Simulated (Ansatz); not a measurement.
C₂H₄BBr, SMILES BC(=C)Br: an atomisation energy, run with Ansatz 0.2.0 through its Python package.

Input file `c2h4bbr.xyz`:
```text
8

B     0.06970    1.23740    0.30220
C     0.19410   -0.12680   -0.38000
C    -0.34340   -1.22310    0.16700
Br    1.23500   -0.23930   -2.03050
H     0.48130    2.23580   -0.23990
H    -0.56870    1.41030    1.30730
H    -0.83480   -1.17760    1.12030
H    -0.14100   -2.17380   -0.30210
```

`tae_c2h4bbr.py`
```python
"""Energy to split C2H4BBr into its atoms."""

from collections import Counter

import ansatz as az


def total_energy(molecule, charge=0, unpaired=0):
    calc = molecule.calculation().basis(gaussian="def2-SVPD").functional("r2scan0")
    if charge:
        calc = calc.charge(charge)
    if unpaired:
        calc = calc.spin("collinear", total=unpaired)
    report = calc.run().report
    if report["published_state_doubts"]:
        print("  doubts:", report["published_state_doubts"])
    return report["free_energy_ev"]

mol = az.Crystal.molecule_from_extxyz("c2h4bbr.xyz")

# Hund ground states
unpaired = {"B": 1, "C": 2, "Br": 1, "H": 1}
counts = Counter(site.symbol for site in mol.cartesian_sites)
atom_energy = {s: total_energy(az.Crystal.molecule().atom(s, (0, 0, 0)), 0, unpaired[s]) for s in counts}
whole = total_energy(mol, 0, 0)
for s, e in atom_energy.items():
    print(f"{s:2s} x{counts[s]}  {e:14.5f} eV")
print(f"C2H4BBr: {whole:.5f} eV")
split = sum(counts[s] * e for s, e in atom_energy.items()) - whole
print(f"atomisation energy (no zero-point term): {96.485332 * split:.1f} kJ/mol, {split / sum(counts.values()):.3f} eV an atom")
```

What does it cost to take this molecule apart into atoms?

2951.8 kJ/mol from the electronic energies, without the zero-point term.

What the script printed:

Running `python tae_c2h4bbr.py` prints:
```text
B  x1      -669.65790 eV
C  x2     -1028.29590 eV
Br x1    -70036.39620 eV
H  x4       -13.58464 eV
C2H4BBr: -72847.57758 eV
atomisation energy (no zero-point term): 2951.8 kJ/mol, 3.824 eV an atom
```

What to keep in mind:
- Total energies depend on the basis set; only differences at equal settings carry meaning.
- The geometry is a force-field or estimated start, not a minimum of this method, and the basis set is short of its limit. All parts are taken at fixed geometry, without zero-point energy.
- The spin-orbit lowering of heavy atoms is left out.
- Finished in 12 s on 1 thread of Arm Neoverse V1 (shared host), peak memory 0.33 GiB.

(Lines on the test bed's own set-up are left out of the output.)
